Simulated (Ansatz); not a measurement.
# Zr5Al4: the cost of one run

Program: Ansatz 0.2.0. Level of theory: DFT PBEsol, scalar-relativistic, plane waves, PAW. These are calculated values, not measurements.

1 further run of the same task is left out (set aside as unsound or not needed).

## (1) The structure to begin with

The structure is hexagonal, space group P6_3/mcm (No. 193). The conventional cell has a = 8.460 Å, b = 8.460 Å, c = 5.793 Å, α = 90.00°, β = 90.00°, γ = 120.00°. Around Zr (site symmetry m2m) lie 7 Al at 2.85 to 2.97 Å. Around Zr (site symmetry 32) lie 2 Zr at 2.90 Å and 6 Al at 3.04 Å. Al (site symmetry m2m) is surrounded by 9 Zr at 2.85 to 3.04 Å. Al (site symmetry -3m) has 6 Zr at 2.85 Å and 2 Al at 2.90 Å as nearest neighbours.

As a file:

```
CELL_PARAMETERS angstrom
8.45952 0.00000 0.00000
-4.22976 7.32616 0.00000
0.00000 0.00000 5.79307
ATOMIC_POSITIONS crystal
Zr 0.29008 0.29008 0.75000
Zr 0.00000 0.70992 0.75000
Zr 0.00000 0.29008 0.25000
Zr 0.70992 0.00000 0.75000
Zr 0.33333 0.66667 0.50000
Zr 0.70992 0.70992 0.25000
Zr 0.29008 0.00000 0.25000
Zr 0.66667 0.33333 0.50000
Zr 0.66667 0.33333 0.00000
Zr 0.33333 0.66667 0.00000
Al 0.00000 0.63006 0.25000
Al 0.36994 0.36994 0.25000
Al 0.63006 0.00000 0.25000
Al 0.00000 0.00000 0.00000
Al 0.36994 0.00000 0.75000
Al 0.63006 0.63006 0.75000
Al 0.00000 0.00000 0.50000
Al 0.00000 0.36994 0.75000
```

It goes back to an entry of the Materials Project, which need not be the stable form.

It is the result of an earlier relaxation at this level (volume 19.95 Å³/atom; gap on the mesh: none (metal)).

## (2) The cell under PBEsol

File input.yaml:

```yaml
crystal:
  lattice:
    - [8.4595218447, 0.0, 0.0]
    - [-4.2297609223, 7.3261608214, 0.0]
    - [0.0, 0.0, 5.7930674761]
  atoms:
    - { symbol: Zr, position: [0.2900771151, 0.2900771151, 0.75] }
    - { symbol: Zr, position: [0.0, 0.7099228849, 0.75] }
    - { symbol: Zr, position: [0.0, 0.2900771151, 0.25] }
    - { symbol: Zr, position: [0.7099228849, 0.0, 0.75] }
    - { symbol: Zr, position: [0.3333333333, 0.6666666667, 0.5] }
    - { symbol: Zr, position: [0.7099228849, 0.7099228849, 0.25] }
    - { symbol: Zr, position: [0.2900771151, 0.0, 0.25] }
    - { symbol: Zr, position: [0.6666666667, 0.3333333333, 0.5] }
    - { symbol: Zr, position: [0.6666666667, 0.3333333333, 0.0] }
    - { symbol: Zr, position: [0.3333333333, 0.6666666667, 0.0] }
    - { symbol: Al, position: [0.0, 0.6300574725, 0.25] }
    - { symbol: Al, position: [0.3699425275, 0.3699425275, 0.25] }
    - { symbol: Al, position: [0.6300574725, 0.0, 0.25] }
    - { symbol: Al, position: [0.0, 0.0, 0.0] }
    - { symbol: Al, position: [0.3699425275, 0.0, 0.75] }
    - { symbol: Al, position: [0.6300574725, 0.6300574725, 0.75] }
    - { symbol: Al, position: [0.0, 0.0, 0.5] }
    - { symbol: Al, position: [0.0, 0.3699425275, 0.75] }
basis:
  ecutwfc: 420
kpoints:
  mp_grid: { grid: [6, 6, 6] }
hamiltonian:
  xc: pbesol
scf:
  occupations: { method: gaussian, width: 0.1 }
output:
  forces: true
  stress: true
  eigenvalues: true
relax:
  adjacent_minimum: "off"
  f_tol: 0.005
  max_steps: 50
  cell: { stress_tol: 0.05 }
```

Launch:

```sh
$ ansatz run input.yaml --threads 8 --pin off --max-ram 22528MiB --backend cpu --events-out ev --progress --plain --runs-dir out
```

**Question.** How long does this run take on 8 threads of AMD EPYC (Zen 3), shared host, and how much memory does it need?

About 3 min, with a peak of 2.2 GiB.
